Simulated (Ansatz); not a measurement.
GeH2S, SMILES [SH][GeH], a test of scalar relativity

Program: Ansatz 0.2.0, Python API.

Contents of `geh2s.xyz`:
```text
4

S    -0.54340   -1.15050    0.59330
Ge   -0.56140    0.59030   -0.84960
H     0.77400   -1.24840    0.50860
H     0.38630    1.74840   -0.27250
```

At the Python prompt:
```pycon
>>> import ansatz as az
>>> import numpy as np
>>> geh2s = az.Crystal.molecule_from_extxyz("geh2s.xyz")
>>> calc = geh2s.calculation().functional("hf").forces()
>>> # a set contracted for a scalar-relativistic Hamiltonian goes with the relativistic run
>>> sets = {"none": "cc-pVTZ", "scalar": "cc-pVTZ-DK"}
>>> found = {kind: calc.basis(gaussian=basis).pseudopotentials(relativity=kind).run().report for kind, basis in sets.items()}
>>> for kind, each in found.items():
...     dipole = 4.803205 * np.linalg.norm(each["charge_distribution"]["dipole_moment_e_ang"])
...     print(f"{kind:7s} E = {each['free_energy_ev']:.4f} eV  dipole {dipole:.3f} D  largest force component {np.abs(each['forces_ev_ang']).max():.4f} eV/A")
...
none    E = -67323.7587 eV  dipole 1.345 D  largest force component 0.8080 eV/A
scalar  E = -67943.6926 eV  dipole 1.338 D  largest force component 0.7894 eV/A
>>> print(f"relativity lowers the total energy by {found['none']['free_energy_ev'] - found['scalar']['free_energy_ev']:.3f} eV")
relativity lowers the total energy by 619.934 eV
```

The total moves by -619.9 eV, nearly all in the cores, and the dipole from 1.35 to 1.34 D.

Reading the output:
- Total energies depend on the basis set; only differences at equal settings carry meaning.
- The geometry is a force-field or estimated start, not a minimum of this method. The basis set changes with the Hamiltonian (a set recontracted for scalar relativity), and most of the change in the total lies in the cores.
- The whole script took 4.1 s on 1 thread of Arm Neoverse V1, with other jobs on the host, peak memory 0.23 GiB.
